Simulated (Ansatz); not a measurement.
The first iterations of a band of a periodic cell of 63 atoms, C (host C, host structure diamond, one C atom removed), cell charge -2.

All numbers below come from DFT PBEsol, scalar-relativistic, plane waves, PAW in Ansatz. Settings: PAW set soft_1, cutoff 420 eV, k mesh 2x2x2, gaussian smearing 0.05 eV, no spin polarisation.

```yaml
movable_images: 5
climbing_image: yes
spring: 5.0 eV/Å²
optimiser: fire
start_path: IDPP
force_threshold: 0.03 eV/Å
iteration_limit: 58
end_points: relaxed
```

Image 0:

```xyz
63
Lattice="7.1400 0.0000 0.0000 0.0000 7.1400 0.0000 0.0000 0.0000 7.1400" Properties=species:S:1:pos:R:3
C 3.578 -0.003 0.000
C 4.473 0.896 0.891
C 5.361 1.784 0.002
C 6.249 2.672 0.891
C 5.345 -0.026 1.800
C 6.245 0.874 2.688
C 0.003 -0.003 0.003
C 0.895 0.889 0.897
C 1.791 1.784 0.002
C 2.686 2.679 0.897
C 3.578 3.571 0.003
C 4.470 4.465 0.898
C 5.361 5.354 0.002
C 6.251 6.243 0.898
C 1.789 -0.004 1.789
C 2.680 0.896 2.684
C 3.582 1.790 1.793
C 4.477 2.694 2.688
C 5.376 3.594 1.801
C 6.325 4.432 2.607
C 3.589 -0.026 3.556
C 4.477 0.874 4.455
C 5.361 1.784 3.572
C 6.244 2.694 4.455
C 5.377 -0.026 5.343
C 6.248 0.895 6.252
C 0.003 3.571 0.000
C 0.909 4.467 0.884
C 1.791 5.354 0.001
C 2.673 6.240 0.884
C 0.000 1.778 1.793
C 0.901 2.672 2.684
C 1.792 3.571 1.789
C 2.687 4.465 2.681
C 3.576 5.365 1.787
C 4.396 6.275 2.607
C -0.008 -0.026 3.587
C 0.901 0.895 4.459
C 1.791 1.784 3.571
C 2.680 2.672 4.459
C 3.589 3.594 3.587
C 4.396 4.432 4.536
C 6.325 6.275 4.536
C 1.792 -0.003 5.354
C 2.686 0.889 6.246
C 3.582 1.778 5.351
C 4.473 2.672 6.252
C 5.345 3.594 5.343
C 6.251 4.465 6.245
C 0.005 5.342 1.787
C 0.894 6.243 2.681
C -0.008 3.594 3.556
C 0.894 4.465 4.462
C 1.791 5.354 3.572
C 2.687 6.243 4.462
C 0.000 1.790 5.350
C 0.895 2.678 6.246
C 1.789 3.571 5.354
C 2.673 4.467 6.259
C 3.576 5.342 5.356
C 4.470 6.243 6.245
C 0.006 5.365 5.357
C 0.908 6.240 6.259
```

Image 6:

Only the atoms that move by more than 0.05 Å are listed.
```
C20 6.233 4.476 2.691
C25 5.295 0.060 5.415
C36 4.476 6.233 2.691
C37 0.060 0.060 3.510
C42 4.476 4.476 4.448
C43 5.295 5.295 3.510
C62 0.060 5.295 5.415
```

| iteration | highest image above the first end (eV) | largest band force component (eV/Å) |
| --- | --- | --- |
| 1 | 3.297 | 3.045 |
| 2 | 2.524 | 1.350 |
| 3 | 2.217 | 1.281 |
| 4 | 2.149 | 1.070 |
| 5 | 2.061 | 0.684 |
| 6 | 2.008 | 0.369 |
| 7 | 2.000 | 0.626 |
| 8 | 1.984 | 0.510 |
| 9 | 1.963 | 0.303 |
| 10 | 1.949 | 0.199 |
| 11 | 1.944 | 0.266 |
| 12 | 1.939 | 0.222 |
| 13 | 1.933 | 0.152 |
| 14 | 1.928 | 0.153 |
| 15 | 1.925 | 0.183 |
| 16 | 1.921 | 0.208 |
| 17 | 1.916 | 0.173 |

Task: Does the band converge within its limit, and where does its top end?

Result: It converged. It ended after 52 iterations with the highest image 1.895 eV above the first end. By the program's own check the climbing image is of a kind that is not told: the force calls were inconclusive, a negative curvature could not be distinguished from the path's own, the only one lies far off the path, or fixed occupations may fill a level only in part (lowest curvatures found: -6.81 and 1.79 eV/Å²). Limits of this set-up: coarse k mesh, PAW files made for another functional, no spin, though dangling bonds at a vacancy may carry it, a typed lattice constant that wasn't relaxed here, charged cell in a uniform background, uncorrected.

The run took 56 min on 4 threads of Arm Neoverse V2, with other jobs on the host, peak memory 3.9 GiB.
